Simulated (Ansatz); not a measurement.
# AlH₃Se: ionisation energy by level of theory

The task here is to estimate one member of a computed series from the others.

Method: unrestricted cation, the program's frozen cores in correlated methods; program: Ansatz 0.2.0, Gaussian basis.

The runs, in order: UKS PBE-D4/def2-TZVPP; UKS r2SCAN-D4/def2-TZVPP; UKS PBE0-D4/def2-TZVPP; UKS B3LYP-D4/def2-TZVPP; UKS wB97X-V/def2-TZVPP; UKS wB97M-V/def2-TZVPP; UKS B2PLYP/def2-TZVPP; UHF-CCSD(T)/def2-TZVPP; UHF-MP2/def2-QZVPP; extrapolation to the limit; then −ε(HOMO) from the neutral's earlier runs with LDA (SPW92), PBE-D4, revPBE-D4, BLYP-D4, r2SCAN-D4, B97M-V, PBE0-D4, B3LYP-D4, r2SCANh-D4, r2SCAN0-D4, HSE06-D4, BHLYP-D4, CAM-B3LYP-D4, LC-ωPBE, ωB97X-V, ωB97M-V.

## The relaxed structure

The geometry comes from an earlier relaxation with PBE0-D4 in a triple-zeta def2 set; it is a stationary point.

SMILES `[AlH2][SeH]`, 5 atoms, charge 0, spin multiplicity 1.

Atoms are counted from 1 here; the program's logs count them from 0.

Bond lengths: Al1–Se2 2.314 Å, Al1–H3 1.579 Å, Al1–H4 1.580 Å, Se2–H5 1.469 Å. Angles: Se2–Al1–H3 116.3°, Se2–Al1–H4 119.2°, H3–Al1–H4 124.5°, Al1–Se2–H5 92.2°.

The first run:

in.yaml

```yaml
crystal:
  periodic: [false, false, false]
  atoms:
    - {symbol: Al, position_ang: [-0.435238, -0.530732, 0.166825]}
    - {symbol: Se, position_ang: [0.870291, 1.346572, 0.522905]}
    - {symbol: H, position_ang: [-1.236754, -1.072666, 1.415089]}
    - {symbol: H, position_ang: [-0.474100, -1.180966, -1.272771]}
    - {symbol: H, position_ang: [1.325602, 1.364093, -0.873549]}
basis:
  gaussian: {orbitals: def2-TZVPP}
total_charge: 1
magnetization: {spin_polarized: true, initial_magnetization: 1}
hamiltonian: {xc: pbe, dispersion: d4}
```

Among the steps run: Cation, UKS PBE-D4/def2-TZVPP; Cation, UKS r2SCAN-D4/def2-TZVPP; Cation, UKS PBE0-D4/def2-TZVPP; Cation, UKS B3LYP-D4/def2-TZVPP; Cation, UKS wB97X-V/def2-TZVPP; Cation, UKS wB97M-V/def2-TZVPP; Cation, UKS B2PLYP (frozen core)/def2-TZVPP; Cation, UHF-CCSD(T)/def2-TZVPP; Cation, UHF-MP2/def2-QZVPP.

One table of the session follows, with a row left open; its other results are not shown here.

It belongs to the step «Ionisation energies side by side». Orbital estimates, from the neutral's runs:

| functional | −ε(HOMO) (eV) |
| --- | --- |
| LDA (SPW92) | 6.51 |
| PBE-D4 | 6.37 |
| revPBE-D4 | 6.32 |
| BLYP-D4 | 6.18 |
| r2SCAN-D4 | 6.64 |
| B97M-V | 6.68 |
| PBE0-D4 | 7.45 |
| B3LYP-D4 | 7.20 |
| r2SCANh-D4 | 7.03 |
| r2SCAN0-D4 | 7.63 |
| HSE06-D4 | 7.05 |
| BHLYP-D4 | 8.35 |
| CAM-B3LYP-D4 | ? |
| LC-ωPBE | 10.04 |
| ωB97X-V | 9.70 |
| ωB97M-V | 9.56 |

Q: Estimate the row for CAM-B3LYP-D4 from the others.

**Answer.** −ε(HOMO) (eV): 8.68. In the column «−ε(HOMO) (eV)» it lies between BHLYP-D4 (8.35) and ωB97M-V (9.56).
